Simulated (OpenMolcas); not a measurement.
**One shape, several levels: C2H7Ga (SMILES [CH3][GaH][CH3])**

Wanted: a comparison of 6 runs (HF/STO-3G, B3LYP/6-31G*, B3LYP/def2-SVP, BHLYP/def2-SVP, revPBE/def2-SVP) of C2H7Ga. 

Program for the calculation: OpenMolcas 26.06.

## 1. The structure to begin with

C2H7Ga: 10 atoms, total charge 0, spin state singlet. As SMILES, `[CH3][GaH][CH3]`. Geometry: relaxed at PBE0-D4/def2-TZVP.

Bond lengths: C1–Ga2 1.971 Å, Ga2–C3 1.971 Å, C1–H4 1.096 Å, C1–H5 1.091 Å, C1–H6 1.092 Å, Ga2–H7 1.579 Å, C3–H8 1.096 Å, C3–H9 1.091 Å, C3–H10 1.092 Å. Some angles: C1–Ga2–C3 120.1°, C1–Ga2–H7 120.0°, C3–Ga2–H7 119.9°, Ga2–C1–H4 109.0°, Ga2–C1–H5 112.5°, Ga2–C1–H6 111.5°, Ga2–C3–H8 109.0°, Ga2–C3–H9 112.5°, Ga2–C3–H10 111.5°, H4–C1–H5 107.5°.

## 2. Energy and forces at HF/STO-3G (run 1)

The input, mol.xyz:

```xyz
10

C     -1.063400     1.142800    -0.711800
Ga     0.649000     0.266100    -0.281300
C      0.681500    -1.321500     0.886900
H     -1.533700     0.614200    -1.548200
H     -0.935400     2.183800    -1.011500
H     -1.759700     1.095200     0.128600
H      1.997300     0.836500    -0.872600
H      0.687700    -0.994000     1.932300
H      1.569300    -1.935900     0.730500
H     -0.209600    -1.938300     0.750100
```

The input, calc.inp:

```
* C2H7Ga Hartree-Fock

&GATEWAY
  BasLib=$CurrDir
  Coord=mol.xyz
  Basis=STO-3G
  Group=NoSym

&SEWARD

&SCF
  Thresholds=1e-10 1e-07 1e-07 1e-05
  PrOrbitals=1 1

&ALASKA
```

The basis set STO-3G is read from a file made from the Basis Set Exchange's data (not shown).

On the command line:

```
$ export MOLCAS_MEM=1860
$ pymolcas calc.inp > calc.log
```

What it wrote:

```text
--- Start Module: gateway ---
[...]
--- Stop Module: gateway /rc=_RC_ALL_IS_WELL_ ---
[...]
      Basis functions           35
[...]
--- Start Module: scf ---
[...]
       Convergence after  30 Iterations
[...]
::    Total SCF energy                              -1979.7582561395
[...]
      Total spin, S                                     0.0000000000
[...]
      Total electronic charge=   50.000000
      Total            charge=   -0.000000
[...]
      Dipole Moment (debye):
      Origin of the operator (angstrom)=    0.3997    0.1606   -0.1718
                   X= -6.0007E-02               Y= -2.5434E-02               Z=  2.7033E-02           Total=  7.0559E-02
      Quadrupole Moment (debye*angstrom):
[...]
--- Stop Module: scf /rc=_RC_ALL_IS_WELL_ ---
[...]
--- Start Module: alaska ---
[...]
 *              Molecular gradients               *
 **************************************************
  Irreducible representation: a
 ------------------------------------------------------------------------------------------
                              X                       Y                       Z
 ------------------------------------------------------------------------------------------
  C1               -3.22379849254766E-02    2.02904186593331E-02   -7.23750957148450E-03
  GA2              -1.48952044973036E-02   -6.30733502307823E-03    6.54059261807660E-03
  C3                2.21240091353558E-03   -3.29014431988206E-02    2.03052814412583E-02
  H4               -2.99751258796865E-03   -5.94803378509856E-03   -7.29981040059346E-03
  H5                3.45443328828871E-03    7.40875008419994E-03   -2.94679330614112E-03
  H6               -4.35526353114879E-03   -2.83556748796321E-03    8.06076030567393E-03
  H7                4.98838065753358E-02    2.11069983638228E-02   -2.18842348076054E-02
  H8               -2.31016125238306E-04    4.51329631904640E-03    8.76220967298291E-03
[...]
--- Stop Module: alaska /rc=_RC_ALL_IS_WELL_ ---
[...]
```

Run time: 5.4 s. Hardware: 1 thread of AMD EPYC 7R43 (Zen 3), shared host; peak memory 0.37 GiB.

## 3. Energy and forces at B3LYP/6-31G(d) (spherical functions) (run 2)

The input, test.input:

```
* C2H7Ga Kohn-Sham DFT

&GATEWAY
 BasLib=$CurrDir
 Coord
 10
 bohr
 C     -2.00953476     2.15957902    -1.34510706
 Ga     1.22643225     0.50285612    -0.53157996
 C      1.28784835    -2.49727307     1.67599810
 H     -2.89827296     1.16066979    -2.92567399
 H     -1.76764982     4.12678391    -1.91145798
 H     -3.32535106     2.06962805     0.24301878
 H      3.77434999     1.58075590    -1.64897502
 H      1.29956466    -1.87838777     3.65151779
 H      2.96554721    -3.65832080     1.38044493
 H     -0.39608660    -3.66285615     1.41748357
 Basis=6-31Gs
 Group=NoSym

&SEWARD
 GridInput
 Grid=UltraFine
 End of Grid

&SCF
 KSDFT=B3LYP
 Thresholds=1e-10 1e-07 1e-07 1e-05
 PrOrbitals=1 1

&ALASKA
```

The basis set 6-31G* is read from a file made from the Basis Set Exchange's data (not shown).

On the command line:

```
$ export MOLCAS_MEM=1860
$ pymolcas test.input > test.log
```

What it wrote:

```text
--- Start Module: gateway ---
[...]
--- Stop Module: gateway /rc=_RC_ALL_IS_WELL_ ---
[...]
      Basis functions           74
[...]
--- Start Module: scf ---
[...]
       Convergence after  12 Iterations
[...]
::    Total KS-DFT energy                           -2005.0411166776
[...]
      Total spin, S                                     0.0000000000
[...]
      Total electronic charge=   50.000000
      Total            charge=   -0.000000
[...]
      Dipole Moment (debye):
      Origin of the operator (angstrom)=    0.3997    0.1606   -0.1718
                   X= -6.0349E-01               Y= -2.5530E-01               Z=  2.6501E-01           Total=  7.0683E-01
      Quadrupole Moment (debye*angstrom):
[...]
--- Stop Module: scf /rc=_RC_ALL_IS_WELL_ ---
[...]
--- Start Module: alaska ---
[...]
 *              Molecular gradients               *
 **************************************************
  Irreducible representation: a
 ------------------------------------------------------------------------------------------
                              X                       Y                       Z
 ------------------------------------------------------------------------------------------
  C1                2.22754940850756E-03   -1.19752824179553E-03    8.18439718014652E-04
  GA2              -5.62685854831102E-04   -2.40855516768335E-04    2.46266644308157E-04
  C3               -2.93666287272565E-04    2.06161963442497E-03   -1.68632843254191E-03
  H4                7.84087530444566E-04    1.05433660586352E-03    1.65458054065404E-03
  H5               -4.28835282569762E-04   -2.18294530999508E-03    4.51984057786792E-04
  H6                1.27959810134781E-03   -9.40923784228942E-06   -1.62417776364565E-03
  H7               -2.79408892999822E-03   -1.18205440480557E-03    1.22696422855340E-03
  H8               -7.83028958705190E-05   -7.55205614135057E-04   -1.98988936317424E-03
[...]
--- Stop Module: alaska /rc=_RC_ALL_IS_WELL_ ---
[...]
```

Wall time 43 s (1 thread of AMD EPYC 7R43 (Zen 3), shared host); peak memory 0.42 GiB.

Runs 3 to 5 aren't shown in full; the table further down has their settings and results.

## 4. Energy and gradient at revPBE/def2-SVP (run 6)

mol.xyz is that of step 2.

The input, job.input:

```
&GATEWAY
  BASLIB=$CurrDir
  COORD=mol.xyz
  BASIS=def2-SVP
  GROUP=NoSym

&SEWARD
  GRIDINPUT
  Grid=UltraFine
  End of Grid

&SCF
  KSDFT=revPBE
  THRESHOLDS=1e-10 1e-07 1e-07 1e-05
  PRORBITALS=1 1

&ALASKA
```

The basis set def2-SVP is read from a file made from the Basis Set Exchange's data (not shown).

On the command line:

```
$ export MOLCAS_MEM=1860
$ pymolcas job.input > job.log
```

What it wrote:

```text
--- Start Module: gateway ---
[...]
--- Stop Module: gateway /rc=_RC_ALL_IS_WELL_ ---
[...]
      Basis functions           95
[...]
--- Start Module: scf ---
[...]
       Convergence after  13 Iterations
[...]
::    Total KS-DFT energy                           -2004.7947764940
[...]
      Total spin, S                                     0.0000000000
[...]
      Total electronic charge=   50.000000
      Total            charge=   -0.000000
[...]
      Dipole Moment (debye):
      Origin of the operator (angstrom)=    0.3997    0.1606   -0.1718
                   X= -6.2587E-01               Y= -2.6474E-01               Z=  2.7483E-01           Total=  7.3303E-01
      Quadrupole Moment (debye*angstrom):
[...]
--- Stop Module: scf /rc=_RC_ALL_IS_WELL_ ---
[...]
--- Start Module: alaska ---
[...]
 *              Molecular gradients               *
 **************************************************
  Irreducible representation: a
 ------------------------------------------------------------------------------------------
                              X                       Y                       Z
 ------------------------------------------------------------------------------------------
  C1               -4.56266813012185E-03    1.49697236206237E-03   -1.45929033793735E-03
  GA2              -2.05179318886195E-03   -8.70205537847113E-04    8.97729891686794E-04
  C3               -2.51913860323527E-04   -3.49535491094422E-03    3.57731683585349E-03
  H4                4.72987732598407E-03    5.28605162387530E-03    8.47930364802618E-03
  H5               -1.13297941678201E-03   -1.10148603341473E-02    3.28059576669193E-03
  H6                7.40771734749046E-03    5.24258608904038E-04   -8.51495058824048E-03
  H7               -3.91447073816487E-03   -1.65668849934786E-03    1.71855303896118E-03
  H8               -1.35769786577505E-04   -3.29854583923206E-03   -1.05661215242021E-02
[...]
--- Stop Module: alaska /rc=_RC_ALL_IS_WELL_ ---
[...]
```

It took 56 s on 1 thread of AMD EPYC 7R43 (Zen 3), shared host; peak memory 0.52 GiB.

## 5. Overview of the runs

```csv
run,level,integration grid,Cartesian functions,energy (Eh),dipole moment (D),HOMO energy (eV),LUMO energy (eV),wall time
1,HF/STO-3G,–,no,-1979.758256,0.07,-6.78,5.20,5.4 s
2,B3LYP/6-31G* (spherical functions),UltraFine,no,-2005.041117,0.71,-7.23,-1.13,43 s
3,B3LYP/6-31G* (Cartesian functions),UltraFine,yes,-2005.047717,0.70,-7.23,-1.12,45 s
4,B3LYP/def2-SVP,UltraFine,no,-2005.017112,0.69,-7.36,-1.17,54 s
5,BHLYP/def2-SVP,UltraFine,no,-2004.880092,0.63,-8.75,-0.16,53 s
6,revPBE/def2-SVP,UltraFine,no,-2004.794776,0.73,-6.32,-1.59,56 s
```

## 6. Results

| quantity | value |
| --- | --- |
| run 6: total energy | -2004.79478 Eh |
| run 6: dipole moment | 0.73 D |
| run 6: HOMO energy | -6.32 eV |
| run 6: LUMO energy | -1.59 eV |
| run 6: HOMO–LUMO gap | 4.73 eV |
| run 6: largest force on an atom | 0.594 eV/Å |

**Reading.** The dipole moment (its size) runs from 0.07 D (HF/STO-3G) to 0.73 D (revPBE/def2-SVP). The two ends differ in method and basis. The HOMO–LUMO gap runs from 4.73 eV (revPBE/def2-SVP) to 11.98 eV (HF/STO-3G). Totals of different functionals can't be ranked against each other. In run 1 the basis is minimal, so the values are rough. All runs together took 4.3 min, the longest 56 s.
